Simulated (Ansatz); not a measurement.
# Ba3Ca: the cost of one run

All numbers are computed with Ansatz 0.2.0 through its Python package. Level of theory: DFT r2SCAN, plane waves, PAW.

### Step 1. The structure

Symmetry: Pm-3m, No. 221, cubic system. Conventional cell: a = 6.255 Å, b = 6.255 Å, c = 6.255 Å, α = 90.00°, β = 90.00°, γ = 90.00°. Ba (site symmetry 4/mmm) is surrounded by 8 Ba at 4.42 Å and 4 Ca at 4.42 Å. Ca (site symmetry m-3m) has 12 Ba at 4.42 Å as nearest neighbours.

No structure file is read: the coordinates are typed or built in the script.

### Step 2. The script

Input file ba3ca.py:

```python
"""A vacancy in a supercell of Ba3Ca, against the perfect cell."""

from dataclasses import dataclass
import warnings

import ansatz as az
from ase import Atoms
import numpy as np


@dataclass
class RunConfig:
    xc: str = "r2scan"
    occupations: str = "cold"
    width_ev: float = 0.1
    cutoff_ev: int = 500
    mesh: tuple[int, ...] = (1, 1, 2)
    tolerance: float = 1e-09


opts = RunConfig()

warnings.simplefilter("ignore", az.DeckWarning)

atoms = Atoms(
    ["Ba", "Ba", "Ba", "Ca"],
    scaled_positions=[
        (0.0, 0.5, 0.5),
        (0.5, 0.0, 0.5),
        (0.5, 0.5, 0.0),
        (0.0, 0.0, 0.0),
    ],
    cell=[
        (6.254931, 0.0, 0.0),
        (0.0, 6.254931, 0.0),
        (0.0, 0.0, 6.254931),
    ],
    pbc=True,
)
crystal = az.Crystal.from_ase(atoms)
host = crystal.supercell(2, 2, 1)
defective = host.vacancy("Ca", at=(0.0, 0.0, 0.0))

def prepare(structure):
    return (
        structure.calculation()
        .functional(opts.xc)
        .occupations(opts.occupations, width=opts.width_ev)
        .initial_density(normalization="atom")
        .basis(opts.cutoff_ev)
        .kpoints(*opts.mesh)
        .scf(tolerance=opts.tolerance, algorithm="density_mixing")
        .band_table()
    )


perfect = prepare(host).run(threads=1).report
calc = prepare(defective).relax(force_tolerance=0.02, max_steps=25)
outcome = calc.run(threads=1)
report = outcome.report

n_host, n_defect = len(perfect["lattice"]["sites"]), len(report["lattice"]["sites"])
print(f"perfect cell: {n_host} atoms, F = {perfect['free_energy_ev']:.4f} eV")
print(f"defect cell:  {n_defect} atoms, F = {report['free_energy_ev']:.4f} eV")
# chemical potentials are still to be added to this difference
print(f"difference {report['free_energy_ev'] - perfect['free_energy_ev']:.4f} eV (no chemical potentials)")

for label, run in (("perfect", perfect), ("defect", report)):
    levels, filled = np.array(run["eigenvalues_ev"][0]), np.array(run["occupations"][0])
    top = int(np.argmin(np.abs(levels - run["fermi_energy_ev"])))
    window = slice(max(top - 3, 0), top + 4)
    print(label, "levels near E_F at the first k-point:", ", ".join(f"{e - run['fermi_energy_ev']:.2f} ({f:.2f})" for e, f in zip(levels[window], filled[window])))

for site in outcome.lattice.sites:
    print(f"{site.symbol:2s}", " ".join(f"{v:8.4f}" for v in site.position_ang))
```

### Step 3. The calls as engine input

The engine receives this input (first run):

```yaml
crystal:
  lattice:
    - [6.254931, 0.0, 0.0]
    - [0.0, 6.254931, 0.0]
    - [0.0, 0.0, 6.254931]
  atoms:
    - { symbol: Ba, position: [0.0, 0.5, 0.5] }
    - { symbol: Ba, position: [0.5, 0.0, 0.5] }
    - { symbol: Ba, position: [0.5, 0.5, 0.0] }
    - { symbol: Ca, position: [0.0, 0.0, 0.0] }
  supercell: [2, 2, 1]
basis:
  ecutwfc: 500.0
kpoints:
  mp_grid:
    grid: [1, 1, 2]
hamiltonian:
  xc: r2scan
scf:
  algorithm: density_mixing
  convergence:
    dr2_threshold: 1.0e-09
  occupations:
    method: cold
    width: 0.1
  initial_density:
    normalization: atom
output:
  eigenvalues: true
```

### Step 4. The run

Started as:

```sh
> python ba3ca.py
```

**Question.** How long does this script take on 1 thread of Intel Xeon at 2.50GHz (Skylake/Cascade Lake), shared host, and how much memory does it need?

About 9.6 min, with a peak of 2.5 GiB.
